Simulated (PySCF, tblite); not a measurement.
# C4H7B3Cl2O: geometry, infrared bands and NMR shifts

Aim: predict the infrared bands and NMR shifts of C4H7B3Cl2O (`BOB[C@H](C#CC)B(Cl)Cl`).

The runs use tblite 0.8.0 and PySCF 2.14.0, with density-fitted response routines of our own; the level of theory stands in each step. All values are computed, except where a source is named. Atoms count from 0, in the outputs and in this text.

### 1 The molecule as given

17 atoms, charge 0, multiplicity 1; geometry from: force field or distance geometry start.

Bonds of the start (Å): B0–O1 1.44, O1–B2 1.48, B2–C3 1.57, C3–C4 1.48, C4–C5 1.20, C5–C6 1.48, C3–B7 1.61, B7–Cl8 1.85, B7–Cl9 1.85, B0–H10 1.21, B0–H11 1.18, B2–H12 1.19, C3–H13 1.08, C6–H14 1.10, C6–H15 1.09, C6–H16 1.12.

### 2 Geometry optimisation with GFN2-xTB

What the job is given:

```
{"job": {"kind": "relax", "xc": "GFN2-xTB", "basis": "xTB"}, "charge": 0, "multiplicity": 1}
B     -3.131200    -0.791700    -0.588100
O     -2.242600    -1.399300     0.368600
B     -1.273800    -0.443100     0.959200
C     -0.487300     0.543100     0.018400
C      0.878100    -0.023000    -0.121800
C      1.989400    -0.460700    -0.273500
C      3.361600    -0.971500    -0.459900
B     -0.408700     1.969200     0.759200
Cl     0.908000     2.100600     2.056500
Cl    -0.846500     3.466300    -0.239400
H     -3.714800    -1.533700    -1.337300
H     -3.641700     0.258400    -0.430100
H     -1.576100    -0.038200     2.041800
H     -0.950100     0.606700    -0.958300
H      3.797900    -0.534500    -1.374500
H      3.301800    -2.062400    -0.515500
H      4.029000    -0.674300     0.383600
```

On the command line:

```console
$ OMP_NUM_THREADS=1 python probes_run.py task.json out
```

One launch serves the whole session: the jobs run in the order shown.

**Question.** This job is followed by: GFN2-xTB harmonic vibrations, gas phase; GIAO PBE0/pcSseg-1 NMR shielding, non-relativistic, gas phase. Predict these results of the whole session: strongest single infrared mode (GFN2-xTB); zero-point energy (GFN2-xTB); 13C shifts against TMS (PBE0/pcSseg-1); 1H shifts against TMS (PBE0/pcSseg-1, means over atoms taken as alike); 11B shifts against BF3·OEt2 (PBE0/pcSseg-1); 17O shifts against H2O (PBE0/pcSseg-1); 35Cl shifts against HCl (PBE0/pcSseg-1, means over atoms taken as alike).

The runs gave:

```
                                                                quantity                       value
                               strongest single infrared mode (GFN2-xTB)        973 cm⁻¹, 261 km/mol
                                            zero-point energy (GFN2-xTB)               67.1 kcal/mol
                                  13C shifts against TMS (PBE0/pcSseg-1)   84.3, 83.5, 39.3, 4.9 ppm
  1H shifts against TMS (PBE0/pcSseg-1, means over atoms taken as alike)  5.61, 5.36, 2.71, 2.09 ppm
                             11B shifts against BF3·OEt2 (PBE0/pcSseg-1)        59.2, 40.0, 39.8 ppm
                                  17O shifts against H2O (PBE0/pcSseg-1)                   320.0 ppm
35Cl shifts against HCl (PBE0/pcSseg-1, means over atoms taken as alike)                     283 ppm
```

Over 193 steps the energy fell by 2.322 eV; of the close pairs, O1–B2 changed most, 1.484 to 1.292 Å. The lowest mode is slightly imaginary (3i cm⁻¹), a soft motion within the noise of the Hessian, so the minimum is not strictly shown. The strongest single mode, at 973 cm⁻¹, is carried by H12, B7, C3, H13. GFN2-xTB is a fitted tight-binding method: band positions and strengths are rough. Its intensities can rank the bands wrongly. At PBE0/pcSseg-1: The largest span, 514 ppm, is at Cl8, Cl9, where the paramagnetic term is -482 ppm.
